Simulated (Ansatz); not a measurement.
# Pd: the cost of one run

Method: DFT LDA, scalar-relativistic, in Ansatz 0.2.0.

### Step 1. The system as given

It takes space group Fm-3m (No. 225, cubic). Conventional cell: a = 3.890 Å, b = 3.890 Å, c = 3.890 Å, α = 90.00°, β = 90.00°, γ = 90.00°. Pd (site symmetry m-3m) is surrounded by 12 Pd at 2.75 Å.

Coordinates:

```
Pd
1.0
     0.00000    1.94490    1.94490
     1.94490    0.00000    1.94490
     1.94490    1.94490    0.00000
Pd
1
Direct
  0.00000 0.00000 0.00000
```

### Step 2. The deformed structure

Space group Fm-3m before, I4/mmm after.

### Step 3. Full-potential LAPW

File input.yaml:

```yaml
crystal:
  lattice:
    - [0.0, 1.9449, 1.983798]
    - [1.9449, 0.0, 1.983798]
    - [1.9449, 1.9449, 0.0]
  atoms:
    - { symbol: Pd, position: [0.0, 0.0, 0.0] }
kpoints:
  mp_grid: { grid: [18, 18, 18] }
  band_path:
    path:
      - [0.0, 0.0, 0.0]
      - [0.0, 0.5, 0.5]
      - [0.25, 0.75, 0.5]
      - [0.0, 0.5, 0.0]
      - [0.0, 0.0, 0.0]
      - [0.5, 0.5, 0.0]
      - [0.3701460977, 0.6298539023, 0.0]
      - [-0.3701460977, 0.3701460977, 0.0]
      - [0.0, 0.0, 0.0]
    npoints: 5
scf:
  occupations: { method: fermi_dirac, width: 0.05 }
hamiltonian:
  xc: lda
  pseudopotentials: { kind: all_electron, lapw: { basis_error: 0.00025 } }
output:
  forces: true
  stress: true
  eigenvalues: true
```

Started as:

```
$ ansatz run input.yaml --threads 1 --pin off --max-ram 3072MiB --backend cpu --events-out ev --progress --plain --runs-dir out
```

**Question.** How long does this run take on 1 thread of Arm Neoverse V1, shared host, and how much memory does it need?

About 56 s, with a peak of 0.7 GiB.
